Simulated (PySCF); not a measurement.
# C₅H₁₁B: a tour of settings

Aim: see how C₅H₁₁B (`C[C@H]1CBCC1`) answers to the choice of functional, basis, grid and SCF options, and what happens with inputs that are wrong on purpose.

The runs use PySCF 2.14.0, with density-fitted response routines of our own; the level of theory stands in each step. All values are computed, except where a source is named. Atoms count from 0, in the outputs and in this text.

1 further run of the same task is left out (set aside as unsound or not needed).

## 1. The starting structure

17 atoms, charge 0, multiplicity 1; geometry from: GFN2-xTB, altered.

Bonds of the start (Å): C0–C1 0.76, C1–C2 1.97, C2–B3 1.57, B3–C4 1.57, C4–C5 1.54, C5–C1 1.96, C0–H6 1.09, C0–H7 1.09, C0–H8 1.09, C2–H10 1.09, C2–H11 1.10, B3–H12 1.17, C4–H13 1.10, C4–H14 1.09, C5–H15 1.09, C5–H16 1.09.

## 2. Excited states and response: PBE0/3-21G

What the job is given:

```
{"job": {"kind": "uv", "xc": "PBE0", "basis": "3-21G", "nstates": 3, "ntriplets": 5, "tda": false, "scf": {"max_cycle": 72}}, "charge": 0, "multiplicity": 1}
C      1.980679    -0.349576    -0.421141
C      1.312260    -0.267191    -0.065867
C      0.117955     1.262444     0.278804
B     -1.443235     1.136985     0.406265
C     -1.787963    -0.381825     0.178507
C     -0.484732    -1.006439    -0.345543
H      2.307959    -1.386894    -0.388443
H      1.898274    -0.050259    -1.464735
H      2.743559     0.265358     0.052173
H      0.759233    -0.501271     1.332236
H      0.629536     1.888080     1.010423
H      0.338982     1.707530    -0.697645
H     -2.199611     1.999783     0.622072
H     -2.034268    -0.822883     1.150131
H     -2.637755    -0.600748    -0.468816
H     -0.440656    -0.894968    -1.431524
H     -0.398794    -2.068481    -0.112080
```

With the program's defaults for keys left out, this is: TDDFT PBE0/3-21G, vertical, gas phase, core orbitals frozen in the response.

Launch:

```
$ OMP_NUM_THREADS=1 python probes_run.py task.json out
```

One launch serves the whole session: the jobs run in the order shown.

Standard output:

```text
final grid: 126344 points
cycle   1  E = -218.5776715378  dE =  2.533e+00  |g| = 8.819e-01  |ddm| = 4.574e+00
cycle   2  E = -218.4273711787  dE =  1.503e-01  |g| = 1.148e+00  |ddm| = 3.314e+00
cycle   3  E = -218.7567440059  dE = -3.294e-01  |g| = 2.353e-01  |ddm| = 2.704e+00
cycle   4  E = -218.7717092923  dE = -1.497e-02  |g| = 1.187e-01  |ddm| = 8.411e-01
cycle   5  E = -218.7760170821  dE = -4.308e-03  |g| = 2.412e-02  |ddm| = 3.004e-01
cycle   6  E = -218.7761767345  dE = -1.597e-04  |g| = 4.095e-03  |ddm| = 5.581e-02
cycle   7  E = -218.7761815626  dE = -4.828e-06  |g| = 1.199e-03  |ddm| = 1.125e-02
cycle   8  E = -218.7761819734  dE = -4.108e-07  |g| = 4.213e-04  |ddm| = 2.740e-03
cycle   9  E = -218.7761820336  dE = -6.021e-08  |g| = 1.597e-04  |ddm| = 1.026e-03
cycle  10  E = -218.7761820429  dE = -9.314e-09  |g| = 2.509e-05  |ddm| = 3.884e-04
cycle  11  E = -218.7761820435  dE = -5.167e-10  |g| = 9.215e-06  |ddm| = 1.234e-04
converged SCF energy = -218.7761820435

Static polarisability (au): isotropic 81.193, principal 61.770 71.758 110.052

Singlet excitations
state   eV       nm        f      main configurations
  1   3.2095    386.3   0.01936   H->L 0.94
  2   3.2435    382.3   0.00663   H-1->L 0.93
  3   3.7466    330.9   0.00149   H->L+1 0.59, H-1->L+2 0.36

Triplet excitations (Tamm-Dancoff, eV): 2.3676 2.7496 2.9214 3.1729 3.2601
```

Run time: 31 s. Hardware: 1 thread, shared host.

The run ended normally, but its values are not to be used for the molecule: one atom of the first bond was moved so that the bond is 0.5 times as long.

## 3. Indirect couplings: PBE0/def2-TZVP

The job, as its differences from that of step 2:

```diff
@@ -1,4 +1,4 @@
-{"job": {"kind": "uv", "xc": "PBE0", "basis": "3-21G", "nstates": 3, "ntriplets": 5, "tda": false, "scf": {"max_cycle": 72}}, "charge": 0, "multiplicity": 1}
+{"job": {"kind": "j", "xc": "PBE0", "basis": "def2-TZVP", "scf": {"diis": false, "max_cycle": 71}}, "charge": 0, "multiplicity": 1}
 C      1.980679    -0.349576    -0.421141
-C      1.312260    -0.267191    -0.065867
+C      0.643840    -0.184806     0.289406
 C      0.117955     1.262444     0.278804
```

Level: PBE0/def2-TZVP indirect spin-spin coupling, non-relativistic, gas phase.

Standard output:

```text
final grid: 126344 points
cycle   1  E = -221.7315526113  dE =  5.315e-01  |g| = 4.771e-01  |ddm| = 2.802e+00
cycle   2  E = -221.7093838553  dE =  2.217e-02  |g| = 5.661e-01  |ddm| = 9.702e-01
cycle   3  E = -221.6664693873  dE =  4.291e-02  |g| = 7.107e-01  |ddm| = 1.098e+00
cycle   4  E = -221.5686559596  dE =  9.781e-02  |g| = 9.245e-01  |ddm| = 1.531e+00
cycle   5  E = -221.4351495499  dE =  1.335e-01  |g| = 1.198e+00  |ddm| = 1.822e+00
cycle   6  E = -221.0505769305  dE =  3.846e-01  |g| = 1.668e+00  |ddm| = 3.220e+00
cycle   7  E = -220.5607752185  dE =  4.898e-01  |g| = 2.250e+00  |ddm| = 3.623e+00
cycle   8  E = -214.7448081636  dE =  5.816e+00  |g| = 4.403e+00  |ddm| = 6.683e+01
cycle   9  E = -197.2341287601  dE =  1.751e+01  |g| = 9.629e+00  |ddm| = 6.686e+01
cycle  10  E = -142.0459523098  dE =  5.519e+01  |g| = 9.873e+00  |ddm| = 3.380e+02
[... 51 cycles left out ...]
cycle  62  E = 31.5528445813  dE =  5.468e+00  |g| = 2.307e+01  |ddm| = 1.118e+02
cycle  63  E = 26.0850576190  dE = -5.468e+00  |g| = 2.385e+01  |ddm| = 1.118e+02
cycle  64  E = 31.5528445813  dE =  5.468e+00  |g| = 2.307e+01  |ddm| = 1.118e+02
cycle  65  E = 26.0850576190  dE = -5.468e+00  |g| = 2.385e+01  |ddm| = 1.118e+02
cycle  66  E = 31.5528445813  dE =  5.468e+00  |g| = 2.307e+01  |ddm| = 1.118e+02
cycle  67  E = 26.0850576190  dE = -5.468e+00  |g| = 2.385e+01  |ddm| = 1.118e+02
cycle  68  E = 31.5528445813  dE =  5.468e+00  |g| = 2.307e+01  |ddm| = 1.118e+02
cycle  69  E = 26.0850576190  dE = -5.468e+00  |g| = 2.385e+01  |ddm| = 1.118e+02
cycle  70  E = 31.5528445813  dE =  5.468e+00  |g| = 2.307e+01  |ddm| = 1.118e+02
cycle  71  E = 26.0850576190  dE = -5.468e+00  |g| = 2.385e+01  |ddm| = 1.118e+02
SCF not converged, last energy = 26.0850576190
```

Wall time 5.8 min (1 thread, shared host).

**What went wrong.** The SCF swings between two densities 5.47 Eh apart: plain iteration without DIIS overshoots. The remedy is to turn DIIS on. Numbers printed on the way are no properties of the molecule.

## 4. Shielding tensors: X3LYP/6-31++G** in chloroform

The job, as its differences from that of step 3:

```diff
@@ -1,2 +1,2 @@
-{"job": {"kind": "j", "xc": "PBE0", "basis": "def2-TZVP", "scf": {"diis": false, "max_cycle": 71}}, "charge": 0, "multiplicity": 1}
+{"job": {"kind": "nmr", "xc": "X3LYP", "basis": "6-31++G**", "solvent": "chloroform", "pop": true, "grid": 1}, "charge": 0, "multiplicity": 1}
 C      1.980679    -0.349576    -0.421141
```

Method: GIAO X3LYP/6-31++G** NMR shielding, non-relativistic, IEF-PCM chloroform.

Standard output:

```text
final grid: 58272 points
cycle   1  E = -221.8227881272  dE =  5.086e-01  |g| = 5.113e-01  |ddm| = 4.238e+00
cycle   2  E = -221.7890512864  dE =  3.374e-02  |g| = 6.244e-01  |ddm| = 5.739e+00
cycle   3  E = -221.8967391374  dE = -1.077e-01  |g| = 4.620e-02  |ddm| = 4.105e+00
cycle   4  E = -221.8971464240  dE = -4.073e-04  |g| = 2.271e-02  |ddm| = 1.931e-01
cycle   5  E = -221.8972687375  dE = -1.223e-04  |g| = 4.255e-03  |ddm| = 5.721e-02
cycle   6  E = -221.8972732984  dE = -4.561e-06  |g| = 4.789e-04  |ddm| = 1.530e-02
cycle   7  E = -221.8972733568  dE = -5.834e-08  |g| = 1.479e-04  |ddm| = 3.071e-03
cycle   8  E = -221.8972733622  dE = -5.402e-09  |g| = 4.082e-05  |ddm| = 3.469e-04
cycle   9  E = -221.8972733626  dE = -4.200e-10  |g| = 1.027e-05  |ddm| = 1.441e-04
converged SCF energy = -221.8972733626

GIAO shielding tensors (ppm)
atom      isotropic    diamagn.    paramagn.     s11        s22        s33       span
  0 C      170.741     243.605     -72.864    154.247    163.783    194.191     39.944
  1 C      153.346     256.175    -102.830    131.588    158.464    169.985     38.396
  2 C      153.092     255.819    -102.728    137.318    151.859    170.099     32.781
  3 B       23.298     180.972    -157.675    -44.570     -4.136    118.599    163.170
  4 C      162.139     252.205     -90.065    150.972    158.856    176.589     25.618
  5 C      155.799     246.843     -91.044    130.517    155.717    181.162     50.645
  6 H       30.481      29.613       0.868     26.004     28.496     36.943     10.939
  7 H       31.240      29.239       2.002     28.387     29.364     35.970      7.583
  8 H       30.479      29.579       0.899     26.243     28.358     36.834     10.590
  9 H       29.780      32.481      -2.701     27.075     27.856     34.410      7.335
 10 H       29.793      32.149      -2.355     25.710     28.509     35.162      9.451
 11 H       31.254      31.884      -0.630     26.852     30.175     36.736      9.883
 12 H       23.663      27.653      -3.990     17.830     25.648     27.510      9.680
 13 H       30.712      30.194       0.518     25.509     29.129     37.498     11.989
 14 H       29.885      30.687      -0.802     25.140     28.647     35.868     10.728
 15 H       30.683      31.562      -0.879     26.005     31.020     35.025      9.021
 16 H       29.682      31.496      -1.814     25.239     28.953     34.853      9.614
```

Wall time 43 s (1 thread, shared host).

No reference compound was run at this level, so shieldings alone are listed. Atoms listed in one row are averaged.

```
     atoms                                              environment  σ (ppm)
        C2                                      sp3 CH2 bonded to B    153.1
        C1                                         sp3 CH in a ring    153.3
        C5                                        sp3 CH2 in a ring    155.8
        C4                                      sp3 CH2 bonded to B    162.1
        C0                                            methyl carbon    170.7
       H12  hydrogen on a boron bonded to 2 C, in a 5-membered ring    23.66
       H16                         hydrogen on an sp3 CH2 in a ring    29.68
        H9                          hydrogen on an sp3 CH in a ring    29.78
       H10                       hydrogen on an sp3 CH2 bonded to B    29.79
       H14                       hydrogen on an sp3 CH2 bonded to B    29.89
       H15                         hydrogen on an sp3 CH2 in a ring    30.68
       H13                       hydrogen on an sp3 CH2 bonded to B    30.71
H6, H7, H8                              hydrogen on a methyl carbon    30.73
       H11                       hydrogen on an sp3 CH2 bonded to B    31.25
        B3             boron bonded to 2 C, H, in a 5-membered ring     23.3
```

Charges from the same density, by scheme (e):

```
atoms    IAO  Hirshfeld  ESP fit
   C0  -0.41      -0.12    -0.65
   C1  -0.08      -0.03     0.51
   C2  -0.41      -0.15    -0.39
   B3   0.21       0.19     0.38
   C4  -0.41      -0.15    -0.26
   C5  -0.25      -0.08     0.02
```

Mulliken charges and Mayer bond orders break down with diffuse functions, so they are left out here.

With diffuse functions Mulliken charges and Mayer bond orders lose their meaning; the other schemes are steadier.

Ring of atoms C1, C2, B3, C4, C5: NICS(0) 1.6, NICS(1) -2.7, NICS(1)zz -2.0 ppm (means of both faces).

## 5. Excited states and response: PBE0/def2-SVPD

The job, as its differences from that of step 4:

```diff
@@ -1,2 +1,2 @@
-{"job": {"kind": "nmr", "xc": "X3LYP", "basis": "6-31++G**", "solvent": "chloroform", "pop": true, "grid": 1}, "charge": 0, "multiplicity": 1}
+{"job": {"kind": "uv", "xc": "PBE0", "basis": "def2-SVPD", "nstates": 25, "ntriplets": 5, "tda": true, "scf": {"diis": false, "max_cycle": 89}}, "charge": 0, "multiplicity": 1}
 C      1.980679    -0.349576    -0.421141
```

With the program's defaults for keys left out, this is: TDA PBE0/def2-SVPD, vertical, gas phase, core orbitals frozen in the response.

Standard output:

```text
final grid: 126344 points
cycle   1  E = -221.5178037531  dE =  4.882e-01  |g| = 4.367e-01  |ddm| = 5.882e+00
cycle   2  E = -221.5018841442  dE =  1.592e-02  |g| = 5.105e-01  |ddm| = 1.477e+00
cycle   3  E = -221.4700179072  dE =  3.187e-02  |g| = 6.257e-01  |ddm| = 1.645e+00
cycle   4  E = -221.3998830232  dE =  7.013e-02  |g| = 7.996e-01  |ddm| = 2.100e+00
cycle   5  E = -221.3086518898  dE =  9.123e-02  |g| = 1.008e+00  |ddm| = 2.784e+00
cycle   6  E = -221.0644058464  dE =  2.442e-01  |g| = 1.367e+00  |ddm| = 3.628e+00
cycle   7  E = -220.7736922016  dE =  2.907e-01  |g| = 1.768e+00  |ddm| = 4.964e+00
cycle   8  E = -219.1305355176  dE =  1.643e+00  |g| = 2.959e+00  |ddm| = 2.209e+01
cycle   9  E = -212.6869714454  dE =  6.444e+00  |g| = 5.561e+00  |ddm| = 2.581e+01
cycle  10  E = -170.7807903052  dE =  4.191e+01  |g| = 8.592e+00  |ddm| = 3.643e+02
[... 69 cycles left out ...]
cycle  80  E = -37.0102782825  dE = -3.819e+01  |g| = 1.611e+01  |ddm| = 6.072e+02
cycle  81  E = 1.1754954495  dE =  3.819e+01  |g| = 1.766e+01  |ddm| = 6.072e+02
cycle  82  E = -37.0102782825  dE = -3.819e+01  |g| = 1.611e+01  |ddm| = 6.072e+02
cycle  83  E = 1.1754954495  dE =  3.819e+01  |g| = 1.766e+01  |ddm| = 6.072e+02
cycle  84  E = -37.0102782825  dE = -3.819e+01  |g| = 1.611e+01  |ddm| = 6.072e+02
cycle  85  E = 1.1754954495  dE =  3.819e+01  |g| = 1.766e+01  |ddm| = 6.072e+02
cycle  86  E = -37.0102782825  dE = -3.819e+01  |g| = 1.611e+01  |ddm| = 6.072e+02
cycle  87  E = 1.1754954495  dE =  3.819e+01  |g| = 1.766e+01  |ddm| = 6.072e+02
cycle  88  E = -37.0102782825  dE = -3.819e+01  |g| = 1.611e+01  |ddm| = 6.072e+02
cycle  89  E = 1.1754954495  dE =  3.819e+01  |g| = 1.766e+01  |ddm| = 6.072e+02
SCF not converged, last energy = 1.1754954495
```

Wall time 6 min (1 thread, shared host).

**What went wrong.** The SCF swings between two densities 38.19 Eh apart: plain iteration without DIIS overshoots. The remedy is to turn DIIS on. Numbers printed on the way are no properties of the molecule.

## 6. Results

```
                                        quantity                                                                                       value
shieldings of C, H (X3LYP/6-31++G**, chloroform)  C2 153.1, C1 153.3, C5 155.8, C4 162.1, C0 170.7, H12 23.7, H16 29.7, H9 29.8 ppm and more
                   property runs in this session                                             4, of which 2 failed and 1 gave unsound results
```

What this shows: Single values in the summary come from the first run of each kind that ended normally (X3LYP/6-31++G**), which need not be the best level. At X3LYP/6-31++G**: Shielding is most anisotropic at B3 (span 163 ppm, paramagnetic term -158 ppm).
